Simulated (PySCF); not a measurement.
**The bond of CBr, level by level**

An exercise on one series of results from a longer session: the logs are not shown, and one member is left open.

Computed with PySCF 2.14.0. Level: C pcseg-1, Br pcseg-1, no relativity.

Set-up of the first run:

The job is set up so:

```yaml
atoms: C, Br
charge: 0
basis: C pcseg-1, Br pcseg-1
Hamiltonian: no relativity
basis_functions: 41
electrons_treated: 41
masses_in_u: 12.0000, 78.9183
levels: PBE0, PBE, r²SCAN, TPSSh, PBEsol, LDA, HF, MP2, SCS-MP2, CCSD, CCSD(T)
grid: 80 radial by 434 angular points
occupations: held fixed by the projection of orbital angular momentum
dissociation_limit: C + Br, each in its ground configuration
starting_distance_in_angstrom: 1.825
values_of_2S_to_try: 1, 3
```

Launch:

```
$ OMP_NUM_THREADS=1 python dia.py task.json out
```

Steps of the session up to this table: Input; First curve: PBE0; Higher solutions at PBE0; PBE (GGA); r²SCAN (meta-GGA); TPSSh (hybrid meta-GGA); PBEsol (GGA); LDA; UHF (mean field); MP2 and coupled cluster.

One table of the session follows, with a row left open; its other results are not shown here.

It belongs to the step «The curves together». Energy (eV) from each level's lowest point:

```
R (Å)    UHF  UHF-MP2  UHF-SCS-MP2  UHF-CCSD  UHF-CCSD(T)
1.582  1.139    1.047        1.083       n/a          n/a
1.656  0.525    0.462        0.488     0.524        0.537
1.730  0.181    0.144        0.160     0.180        0.188
1.785  0.050    0.032        0.040     0.049        0.054
1.840  0.000    0.000        0.000     0.000        0.000
1.895  0.011    0.029        0.020     0.012        0.008
1.969  0.097    0.136        0.116     0.098        0.088
2.061      ?        ?            ?         ?            ?
2.171  0.562    0.696        0.650     0.570        0.547
2.318  0.911    1.443        1.393       n/a          n/a
```

Estimate the missing values for R (Å) = 2.061.

Worked estimate for «UHF». A straight line through the neighbours (1.969, 0.097) and (2.171, 0.562) gives 0.097 + (0.562 − 0.097) × (2.061 − 1.969) / (2.171 − 1.969) = 0.309; a parabola fitted to 4 rows on both sides gives 0.303.

As computed: UHF: 0.280; UHF-MP2: 0.348; UHF-SCS-MP2: 0.314; UHF-CCSD: 0.283; UHF-CCSD(T): 0.266. In «UHF» the line misses by +0.029 and the parabola by +0.023.
